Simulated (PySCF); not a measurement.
# C₅H₈Si: geometry, spin-spin couplings

Aim: predict the spin-spin couplings of C₅H₈Si (`C#CC1C[SiH2]C1`).

Computed with PySCF 2.14.0, with density-fitted response routines of our own, on a single molecule in the gas phase. Atoms are numbered from 0 throughout.

## 1. The molecule as given

14 atoms, charge 0, multiplicity 1; geometry from: GFN2-xTB. The atoms were then displaced at random by about 0.01 Å, so the start is not that level's minimum.

Bonds of the start (Å): C0–C1 1.23, C1–C2 1.46, C2–C3 1.54, C3–Si4 1.95, Si4–C5 1.90, C5–C2 1.53, C0–H6 1.03, C2–H7 1.10, C3–H8 1.09, C3–H9 1.08, Si4–H10 1.46, Si4–H11 1.47, C5–H12 1.07, C5–H13 1.08.

## 2. Optimising the geometry at PBE0-D3(BJ)/def2-SVP

The job: settings as JSON, then the geometry in Å.

```
{"job": {"xc": "PBE0", "basis": "def2-SVP", "d3": "d3bj", "grid": 1, "shake": 0.01, "kind": "geom"}, "charge": 0, "multiplicity": 1}
C      2.822980    -0.696940     0.434220
C      1.722670    -0.261240     0.098990
C      0.389250     0.212740    -0.248850
C     -0.180880     1.145790     0.831460
Si    -1.848640     0.143830     0.783570
C     -0.664710    -0.902770    -0.268980
H      3.761790    -1.028000     0.699360
H      0.468670     0.729910    -1.211840
H     -0.231190     2.197590     0.566110
H      0.323800     1.071890     1.787690
H     -2.948500     0.779350     0.063170
H     -2.310860    -0.421820     2.060150
H     -0.328530    -1.796350     0.221130
H     -0.983000    -1.189050    -1.263900
```

On the command line:

```console
OMP_NUM_THREADS=1 python probes_run.py task.json out
```

The driver reads the jobs from task.json and runs them one after another.

**Question.** This job is followed by: B3LYP/6-31G* indirect spin-spin coupling, non-relativistic, gas phase. What will the session give for the following? point group; rotational constants (main isotopes); largest coupling of the table (B3LYP/6-31G*).

**Answer**, as computed:

| quantity | value |
| --- | --- |
| point group | Cs |
| rotational constants (main isotopes) | 8.39, 1.68, 1.51 GHz |
| largest coupling of the table (B3LYP/6-31G*) | 1J(C,H) C0–H6, 237.0 Hz |

**Reading.** Over 11 steps the energy fell by 0.226 eV; of the close pairs, C3–Si4 changed most, 1.946 to 1.897 Å. Of the pairs tabulated at B3LYP/6-31G*, C0–H6 couples most strongly (237.0 Hz; Fermi contact 237.6 Hz). Couplings across rotatable bonds belong to this one conformer; where others are populated, the observed values are averages. Couplings from bases without tight functions are rough.
